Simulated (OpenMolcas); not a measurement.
# Pr³⁺ among point charges: CASSCF and CASPT2 levels and susceptibility

How does a field of 8 point charges split the states of Pr³⁺, and what χT follows?

Method: state-averaged CASSCF and CASPT2, spin-orbit coupling by RASSI with atomic mean-field integrals. Code: OpenMolcas 26.06.

## Step 1: The system

```
Species                           : Pr³⁺ (praseodymium, Z = 59, 56 electrons)
Basis                             : ANO-RCC-VDZP [7s6p4d2f1g], 68 functions
Scalar Hamiltonian                : DKH2, point nucleus
Inactive shells                   : 1s 2s 2p 3s 3p 3d 4s 4p 4d 5s 5p
Active space                      : 2 electrons in 7 orbitals (4f)
Some configurations of this space : 4f2
Orbitals                          : optimised for the highest spin of each parity, averaged over all roots
```

Outer shells as boxes (Hund's rule):

4f2
```
4f [↑ ][↑ ][  ][  ][  ][  ][  ]
```

The ion sits among 8 point charges of -0.75 e arranged as a hexagonal bipyramid (D6h), 2.25 Å from the ion, with the axial distance 2.632 Å.

Each step is its own input file, run in one work folder so that later steps find the files of earlier ones. Labels, J, g values, rates, χT and fits are worked out afterwards by a script from the matrices that RASSI stores. The input lists half of the charges; inversion (Group=XYZ) makes the rest.

## Step 2: Basis and integrals

The input, a.inp:

```
&GATEWAY
Coord
1

Pr 0.0 0.0 0.0
Basis=ANO-RCC-VDZP
Group=XYZ
NoMove
AngMom=0.0 0.0 0.0
AMFI
XField
4 Angstrom 0
2.250000 0.000000 0.000000 -0.750000
1.125000 1.948557 0.000000 -0.750000
1.125000 -1.948557 0.000000 -0.750000
0.000000 0.000000 2.632500 -0.750000
&SEWARD
```

Launch:

```
$ OMP_NUM_THREADS=1 MOLCAS_MEM=2252 MOLCAS_PROJECT=a pymolcas a.inp > a.log
```

## Step 3: CASSCF: triplets of even parity, 21 roots

The input, a.inp:

```
&RASSCF
FileOrb=start.orb
Symmetry=1
Spin=3
nActEl=2 0 0
Inactive=15 12
Ras2=0 7
CIRoot=21 21 1
SDav=21
CIMx=300
Iter=120 100
PrWF=0.3
OrbListing=Nothing
MaxOrb=0
>>> COPY $Project.JobIph JOB001
```

start.orb holds the contracted functions of the basis, ordered by shell, or the orbitals of the step before.

## Step 4: CASSCF: singlets of even parity, 28 roots

The input, a.inp:

```
&RASSCF
FileOrb=start.orb
Symmetry=1
Spin=1
nActEl=2 0 0
Inactive=15 12
Ras2=0 7
CIRoot=28 28 1
SDav=28
CIMx=300
Iter=120 100
PrWF=0.3
OrbListing=Nothing
MaxOrb=0
CIOnly
>>> COPY $Project.JobIph JOB002
```

## Step 5: RASSI: spin-orbit coupling between the states

The input, a.inp:

```
&RASSI
NrOfJobIphs=2 21 27
1 2 3 4 5 6 7 8 9 10 11 12 13 14 15 16 17 18 19 20 21
1 2 3 4 5 6 7 8 9 10 11 12 13 14 15 16 17 18 19 20 21 22 23 24 25 26 27
IphNames
JOB001
JOB002
EJob
SpinOrbit
DIPRint=1.0
SOCoupling=1000.0
Subsets=2
Property=9
'ANGMOM' 1 'ANGMOM' 2 'ANGMOM' 3 'MLTPL  1' 1 'MLTPL  1' 2 'MLTPL  1' 3
'AMFI' 1 'AMFI' 2 'AMFI' 3
SOProperty=3
'ANGMOM' 1 'ANGMOM' 2 'ANGMOM' 3
```

## Step 6: CASPT2: IPEA 0.25, imaginary shift 0.1 (closed shells correlated: 5s 5p)

The input, a.inp:

```
>>> COPY JOB001 $Project.JobIph
&CASPT2
Multistate=21 1 2 3 4 5 6 7 8 9 10 11 12 13 14 15 16 17 18 19 20 21
NoMult
Frozen=14 9
IPEA=0.25
Imaginary=0.1
MaxIter=60
WThr=0.0 0.3 0.05
PrWF=0.5
NoMix
>>> COPY JOB002 $Project.JobIph
&CASPT2
Multistate=27 1 2 3 4 5 6 7 8 9 10 11 12 13 14 15 16 17 18 19 20 21 22
23 24 25 26 27
NoMult
Frozen=14 9
IPEA=0.25
Imaginary=0.1
MaxIter=60
WThr=0.0 0.3 0.05
PrWF=0.5
NoMix
```

(Steps that only read results are left out.)

**Question.** What will these runs give? Wanted: spin-free ground state; first state of the same spin within the active space; lowest level; next level.

As calculated:

| quantity | value |
| --- | --- |
| method | SS-CASPT2, IPEA 0.25, imaginary shift 0.1 (closed shells correlated: 5s 5p) |
| spin-free ground state | triplet, 2-fold in its orbital part |
| first state of the same spin within the active space | triplet at 46.6 cm⁻¹ |
| lowest level | 1-fold |
| next level | 106.5 cm⁻¹ |
| χT at 300 K | 1.51 cm³ K/mol |
| effective moment at 300 K | 3.47 μB |

Cost by method:

```
                                              method  time of its own steps  time with the reference
                                           A. CASSCF                  9.2 s                    9.2 s
B. SS-CASPT2, IPEA 0.25, imaginary shift 0.1, +5s 5p                   11 s                     20 s
```

Times are of one thread on a shared host.

**Reading.** The spin-free ground state (triplet) comes to 99 % from free-ion H terms and keeps the highest spin of the shell. The singlets rest on orbitals optimised for another spin in at least one step, which raises them against the optimised states. Not all states of the active space went into the spin-orbit step. CASPT2 does not keep the components of a term degenerate, and the means are used. This is an electrostatic model: the charges have no orbitals.
